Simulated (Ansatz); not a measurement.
# Cs3SI: the cost of one run

Method: DFT PBE, scalar-relativistic, plane waves, PAW, in Ansatz 0.2.0.

### Step 1. Starting point

The structure is cubic, space group Pm-3m (No. 221). The conventional cell has a = 6.264 Å, b = 6.264 Å, c = 6.264 Å, α = 90.00°, β = 90.00°, γ = 90.00°. Cs (site symmetry 4/mmm) has 2 S at 3.13 Å and 8 Cs at 4.43 Å and 4 I at 4.43 Å as nearest neighbours. S (site symmetry m-3m) has 6 Cs at 3.13 Å as nearest neighbours. Around I (site symmetry m-3m) lie 12 Cs at 4.43 Å.

Coordinates:

```xyz
5
Lattice="6.2640 0.0000 0.0000 0.0000 6.2640 0.0000 0.0000 0.0000 6.2640" Properties=species:S:1:pos:R:3 pbc="T T T"
Cs    0.0000    3.1320    3.1320
Cs    3.1320    0.0000    3.1320
Cs    3.1320    3.1320    0.0000
S     3.1320    3.1320    3.1320
I     0.0000    0.0000    0.0000
```

Recipe of the guess: random cell by space group and Wyckoff sites (Pm-3m, No. 221). Its size is a rough estimate.

### Step 2. A first look at the guess

Input file input.yaml:

```yaml
crystal:
  lattice:
    - [6.26403795, 0.0, 0.0]
    - [0.0, 6.26403795, 0.0]
    - [0.0, 0.0, 6.26403795]
  atoms:
    - { symbol: Cs, position: [0.0, 0.5, 0.5] }
    - { symbol: Cs, position: [0.5, 0.0, 0.5] }
    - { symbol: Cs, position: [0.5, 0.5, 0.0] }
    - { symbol: S, position: [0.5, 0.5, 0.5] }
    - { symbol: I, position: [0.0, 0.0, 0.0] }
basis:
  ecutwfc: 420
kpoints:
  mp_grid: { grid: [4, 4, 4] }
hamiltonian:
  xc: pbe
scf:
  occupations: { method: gaussian, width: 0.1 }
  lower_state_search: "off"
output:
  forces: true
  stress: true
  eigenvalues: true
```

Started as:

```
$ ansatz run input.yaml --threads 1 --pin off --max-ram 2048MiB --backend cpu --events-out ev --progress --plain --runs-dir out
```

**Question.** How long does this run take on 1 thread of Arm Neoverse V1, shared host, and how much memory does it need?

About 6.4 s, with a peak of 0.45 GiB.
